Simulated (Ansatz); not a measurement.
# Sn: a tetragonal deformation path

An exercise on one series of results from a longer session: the logs are not shown, and one member is left open.

Program: Ansatz 0.2.0. Level of theory: DFT PBEsol, scalar-relativistic, plane waves, PAW. These are calculated values, not measurements.

### The system as given

Symmetry: I4_1/amd, No. 141, tetragonal system. The conventional cell has a = 5.880 Å, b = 5.880 Å, c = 3.199 Å, α = 90.00°, β = 90.00°, γ = 90.00°. Sn (site symmetry -4m2) is surrounded by 6 Sn at 3.05 to 3.20 Å.

Coordinates:

```cif
data_structure
_symmetry_space_group_name_H-M 'I4_1/amd:1'
_symmetry_Int_Tables_number 141
_cell_length_a 5.8803
_cell_length_b 5.8803
_cell_length_c 3.1986
_cell_angle_alpha 90.000
_cell_angle_beta 90.000
_cell_angle_gamma 90.000
_cell_volume 110.60
loop_
_atom_site_label
_atom_site_type_symbol
_atom_site_symmetry_multiplicity
_atom_site_Wyckoff_symbol
_atom_site_fract_x
_atom_site_fract_y
_atom_site_fract_z
_atom_site_occupancy
Sn1 Sn 4 a 0.00000 0.50000 0.25000 1
```

It goes back to an entry of the Materials Project.

No relaxation comes first: the listed cell is the starting point.

### Zero of energy

The reference gives a free energy of -11899.5598 eV, pressure -1.47 GPa, largest force 0.000 eV/Å and gap on the mesh none (metal). It was computed beforehand with the settings of the runs below.

The first run:

At fixed volume and fractional coordinates, lengths along (0.000, 0.000, 1.000) are scaled against those across it; ρ is that ratio over its starting value.

input.yaml reads:

```yaml
crystal:
  lattice:
    - [-3.1038098185, 3.1038098185, 1.4350810438]
    - [3.1038098185, -3.1038098185, 1.4350810438]
    - [3.1038098185, 3.1038098185, -1.4350810438]
  atoms:
    - { symbol: Sn, position: [0.75, 0.25, 0.5] }
    - { symbol: Sn, position: [0.0, 0.0, 0.0] }
basis:
  ecutwfc: 420
kpoints:
  mp_grid: { grid: [18, 18, 18] }
hamiltonian:
  xc: pbesol
scf:
  occupations: { method: gaussian, width: 0.15 }
output:
  forces: true
  stress: true
  eigenvalues: true
```

Launch:

```
> ansatz run input.yaml --threads 1 --pin off --max-ram 2560MiB --backend cpu --events-out ev --progress --plain --runs-dir out
```

Steps of the session up to this table: ρ = 0.850; Point ρ = 1.200; ρ = 0.920; ρ = 1.100; At ρ = 0.960; At ρ = 1.050; ρ = 0.800; At ρ = 1.300.

One of the session's tables, all rows but one given; the rest of the session is left out.

It belongs to the step «The scan collected». The scan, with free energies counted from the undisturbed cell:

| ρ | ΔE (meV/atom) | pressure (GPa) |
| --- | --- | --- |
| 0.800 | 227.7 | 3.1 |
| 0.850 | 108.3 | 0.7 |
| 0.920 | ? | ? |
| 0.960 | 4.6 | -1.4 |
| 1.000 | 0.0 | -1.5 |
| 1.050 | 8.3 | -1.2 |
| 1.100 | 28.0 | -0.7 |
| 1.200 | 86.0 | 0.8 |
| 1.300 | 154.0 | 2.7 |

Estimate the missing values for ρ = 0.920.

Worked estimate for «ΔE (meV/atom)». A straight line through the neighbours (0.850, 108.3) and (0.960, 4.6) gives 108.3 + (4.6 − 108.3) × (0.920 − 0.850) / (0.960 − 0.850) = 42.3; a parabola fitted to 4 rows on both sides gives 19.3.

**Answer.** ΔE (meV/atom): 21.2; pressure (GPa): -1.0. In «ΔE (meV/atom)» the line misses by +21.1 and the parabola by -1.9.
